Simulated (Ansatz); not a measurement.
# C₄H₅F₃: how energies converge with the basis set

Aim: see how fast density functionals converge with the basis set for C₄H₅F₃.

Method: one geometry, several basis sets; program: Ansatz 0.2.0, Gaussian basis.

The runs, in order: PBE0-D4/def2-SVP; ωB97M-V/def2-SVP; PBE0-D4/def2-QZVPP; ωB97M-V/def2-QZVPP; the functionals' def2-TZVPP values are taken from earlier runs.

### Step 1. The relaxed structure

All runs share one geometry, relaxed beforehand with PBE0-D4 in a triple-zeta def2 set.

SMILES `C/C=C/C(F)(F)F`, 12 atoms, charge 0, spin multiplicity 1.

Atoms are counted from 1 here; the program's logs count them from 0.

Bond lengths: C1–C2 1.486 Å, C1–H8 1.091 Å, C1–H9 1.094 Å, C1–H10 1.094 Å, C2–C3 1.324 Å, C2–H11 1.087 Å, C3–C4 1.488 Å, C3–H12 1.085 Å, C4–F5 1.344 Å, C4–F6 1.344 Å, C4–F7 1.337 Å. Angles: C2–C1–H8 111.9°, C2–C1–H9 110.5°, C2–C1–H10 110.5°, H8–C1–H9 108.6°, H8–C1–H10 108.6°, H9–C1–H10 106.5°, C1–C2–C3 124.6°, C1–C2–H11 116.9°, C3–C2–H11 118.4°, C2–C3–C4 123.5°, C2–C3–H12 122.3°, C4–C3–H12 114.2°, C3–C4–F5 111.3°, C3–C4–F6 111.2°, C3–C4–F7 113.2°, F5–C4–F6 106.4°, F5–C4–F7 107.2°, F6–C4–F7 107.2°.

### Step 2. PBE0-D4 in def2-SVP

in.yaml

```yaml
crystal:
  periodic: [false, false, false]
  atoms:
    - {symbol: C, position_ang: [-0.235045, -1.958813, -0.037210]}
    - {symbol: C, position_ang: [-0.347227, -0.510330, 0.273488]}
    - {symbol: C, position_ang: [0.378848, 0.439850, -0.294911]}
    - {symbol: C, position_ang: [0.245059, 1.883865, 0.036436]}
    - {symbol: F, position_ang: [1.404409, 2.388535, 0.492560]}
    - {symbol: F, position_ang: [-0.081010, 2.604828, -1.050156]}
    - {symbol: F, position_ang: [-0.684742, 2.127984, 0.965975]}
    - {symbol: H, position_ang: [0.522753, -2.155006, -0.796749]}
    - {symbol: H, position_ang: [-1.193095, -2.350648, -0.391781]}
    - {symbol: H, position_ang: [0.019431, -2.525916, 0.863216]}
    - {symbol: H, position_ang: [-1.080860, -0.223082, 1.022126]}
    - {symbol: H, position_ang: [1.128478, 0.223333, -1.049096]}
basis:
  gaussian: {orbitals: def2-SVP}
hamiltonian: {xc: pbe0, dispersion: d4}
output: {orbitals: {seedname: orbitals}}
```

Run with:

```sh
$ ansatz run in.yaml --threads 4 --pin off --events-out ev --progress --plain --max-ram 11315MiB
```

Further steps of the session: ωB97M-V in def2-SVP; PBE0-D4 in def2-QZVPP; ωB97M-V in def2-QZVPP.

Q: Predict the results of all the runs planned. Wanted: PBE0-D4: double and triple zeta above quadruple; ωB97M-V: double and triple zeta above quadruple.

**Answer**, as computed:

| quantity | value |
| --- | --- |
| PBE0-D4: double and triple zeta above quadruple | 15.14, 0.63 eV |
| ωB97M-V: double and triple zeta above quadruple | 15.53, 0.60 eV |

What this shows: PBE0-D4 gains 14.51 eV from double to triple zeta, then 0.63 eV more. Total energies overstate the basis error of differences, where much of it tends to cancel.
